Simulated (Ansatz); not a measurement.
NiMoIrPdW:

```
Ni Mo Pd Ir W
1.0
    -1.37004    1.37004    9.71647
     1.37004   -1.37004    9.71647
     1.37004    1.37004   -9.71647
Ni Mo Pd Ir W
1 1 1 1 1
Direct
  0.19862 0.19862 0.00000
  0.60922 0.60922 0.00000
  0.79310 0.79310 0.00000
  0.39944 0.39944 0.00000
  0.99565 0.99565 0.00000
```

The cell was built by a generator and needn't be a form met in nature.

- Program: Ansatz 0.2.0
- Task: relaxation of cell and atoms
- Functional: r2SCAN
- Potentials or basis: Ansatz PAW
- Cutoff: 500 eV (not typed: the program's choice for these potentials)
- k mesh: 10 × 10 × 10
- Occupations: fermi-dirac, width 0.05 eV
- Spin: collinear spin, ferromagnetic start
- Starting moments: [1.0, 1.0, 0.0, 0.6, 0.0] μB

At the start: volume 14.59 Å³/atom.

Q: Where does the relaxation end?

A: It ends after 6 steps and the volume is 14.28 Å³/atom (-2.1 %); space group I4mm (No. 107, to 0.05 Å); moment 0.00 μB per cell.

Step by step:
```csv
step,energy change (eV),largest force (eV/Å),volume (Å³)
1,0.0000,0.2498,72.95
2,-0.0304,0.0799,71.55
3,-0.0310,0.0390,71.37
4,-0.0311,0.0151,71.39
5,-0.0311,0.0027,71.39
6,-0.0297,0.0028,71.39
```

Final structure:
```yaml
crystal:
  lattice:
    - [-1.35729, 1.35729, 9.68772]
    - [1.35729, -1.35729, 9.68772]
    - [1.35729, 1.35729, -9.68772]
  atoms:
    - { symbol: Ni, position: [0.19905, 0.19905, 0.00000] }
    - { symbol: Mo, position: [0.60984, 0.60984, 0.00000] }
    - { symbol: Pd, position: [0.79283, 0.79283, 0.00000] }
    - { symbol: Ir, position: [0.39891, 0.39891, 0.00000] }
    - { symbol: W, position: [0.99541, 0.99541, 0.00000] }
```

Caveat: the magnetic or orbital state may not be the lowest; the plane-wave basis is chosen anew once the cell has moved, so the energies of steps on either side of that aren't comparable; the PAW data sets come from PBE, with cores solved anew for the run's functional, which leaves a small shift of forces and pressure; the starting moments weren't kept.
